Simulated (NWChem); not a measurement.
# Plane-wave run on LiH (space group Fm-3m)

```yaml
crystal:
  lattice:
    - [0.00000, 2.00862, 2.00862]
    - [2.00862, 0.00000, 2.00862]
    - [2.00862, 2.00862, 0.00000]
  atoms:
    - { symbol: Li, position: [0.00000, 0.00000, 0.00000] }
    - { symbol: H, position: [0.50000, 0.50000, 0.50000] }
```

Program: NWChem. Origin of the cell: Materials Project cell, not relaxed here.

Norm-conserving pseudopotentials with valence charges Li 1, H 1, fixed occupations, no spin-orbit coupling, density cut at twice the wavefunction cutoff.

Level: LDA (Vosko), Troullier-Martins, cutoff 35 Ha, density from a 6×6×6 mesh. Bands run along Γ–X–U|K–Γ–L–W–X with k in units of the cell's reciprocal vectors.

Q: Give the band energies at the labelled points, in eV from the valence-band top.

A: 
| point | k | band 1 | band 2 | band 3 |
|---|---|---|---|---|
| Γ | 0.000 0.000 0.000 | -5.60 | 16.04 | 17.36 |
| X | 0.500 0.000 0.500 | 0.00 | 2.64 | 10.37 |
| U | 0.625 0.250 0.625 | -0.55 | 3.78 | 7.27 |
| K | 0.375 0.375 0.750 | -0.55 | 3.78 | 7.27 |
| L | 0.500 0.500 0.500 | -2.74 | 4.63 | 13.53 |
| W | 0.500 0.250 0.750 | -0.25 | 4.91 | 4.91 |
Bands up to 1 are filled.
